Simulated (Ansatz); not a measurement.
# C2H5AlBClO: a ladder of functionals and wavefunction methods

One table from this session's results is given with a row withheld; the runs are named, their logs left out.

Program: Ansatz 0.2.0, Gaussian basis. Level of theory: functionals in def2-TZVPP, the program's frozen cores in correlated methods. These are calculated values, not measurements.

Levels to be run: PBE-D4, r2SCAN-D4, PBE0-D4, B3LYP-D4, ωB97X-V, ωB97M-V, B2PLYP; CCSD(T)/def2-TZVPP; MP2/def2-QZVPP; extrapolation to the limit.

## The relaxed structure

All runs share one geometry, relaxed beforehand with PBE0-D4 in a triple-zeta def2 set.

11 atoms, charge 0, spin multiplicity 1.

Atoms are counted from 1 here; the program's logs count them from 0.

Bond lengths: C1–C2 1.496 Å, C1–H7 1.094 Å, C1–H8 1.106 Å, C1–H9 1.095 Å, C2–Cl3 1.759 Å, C2–B4 1.445 Å, B4–Al5 2.015 Å, B4–H10 1.187 Å, Al5–O6 1.668 Å, O6–H11 0.953 Å. Angles: C2–C1–H7 111.7°, C2–C1–H8 113.1°, C2–C1–H9 111.5°, H7–C1–H8 106.6°, H7–C1–H9 107.5°, H8–C1–H9 106.1°, C1–C2–Cl3 109.3°, C1–C2–B4 132.4°, Cl3–C2–B4 118.3°, C2–B4–Al5 99.1°, C2–B4–H10 132.6°, Al5–B4–H10 128.3°, B4–Al5–O6 174.9°, Al5–O6–H11 139.9°.

Set-up of the first run:

Input file in.yaml:

```yaml
crystal:
  periodic: [false, false, false]
  atoms:
    - {symbol: C, position_ang: [0.852656, -0.741904, -0.688141]}
    - {symbol: C, position_ang: [0.793574, -0.500523, 0.786737]}
    - {symbol: Cl, position_ang: [2.018018, -1.479764, 1.584569]}
    - {symbol: B, position_ang: [-0.040581, 0.352241, 1.601916]}
    - {symbol: Al, position_ang: [-1.226374, 1.109912, 0.159402]}
    - {symbol: O, position_ang: [-2.109076, 1.686296, -1.133504]}
    - {symbol: H, position_ang: [0.673099, -1.793348, -0.933391]}
    - {symbol: H, position_ang: [0.106490, -0.153270, -1.253770]}
    - {symbol: H, position_ang: [1.829558, -0.470357, -1.100323]}
    - {symbol: H, position_ang: [-0.087169, 0.550517, 2.771534]}
    - {symbol: H, position_ang: [-2.744997, 1.383100, -1.774730]}
basis:
  gaussian: {orbitals: def2-TZVPP}
hamiltonian: {xc: pbe, dispersion: d4}
output: {forces: true, orbitals: {seedname: orbitals}}
```

Launch:

```
ansatz run in.yaml --threads 4 --pin off --events-out ev --progress --plain --max-ram 10444MiB
```

Among the steps run: PBE-D4 (GGA); r2SCAN-D4 (meta-GGA); PBE0-D4 (hybrid); B3LYP-D4 (hybrid); ωB97X-V (range-separated); ωB97M-V (range-separated); B2PLYP (double hybrid); CCSD(T) in def2-TZVPP; MP2 in def2-QZVPP.

One table of the session follows, with a row left open; its other results are not shown here.

```
            method  atomisation energy (kJ/mol)
            PBE-D4                       4166.5
         r2SCAN-D4                       4084.0
           PBE0-D4                       4072.1
          B3LYP-D4                       4033.7
           ωB97X-V                       4033.1
           ωB97M-V                       4058.7
            B2PLYP                       3995.1
     HF/def2-TZVPP                       2888.9
    MP2/def2-TZVPP                       4044.0
   CCSD/def2-TZVPP                       3842.6
CCSD(T)/def2-TZVPP                       3924.9
           MP2/CBS                            ?
       CCSD(T)/CBS                       4034.3
```

Q: Estimate the row for MP2/CBS from the others.

**Answer.** atomisation energy (kJ/mol): 4153.4. In the column «atomisation energy (kJ/mol)» it lies between r2SCAN-D4 (4084.0) and PBE-D4 (4166.5).

Limits of these values: Free atoms (2 C, 1 Cl, 1 B, 1 Al, 1 O, 5 H) were run apart at each level; the atomisation energy is their sum less the molecule, without zero-point or spin-orbit terms.
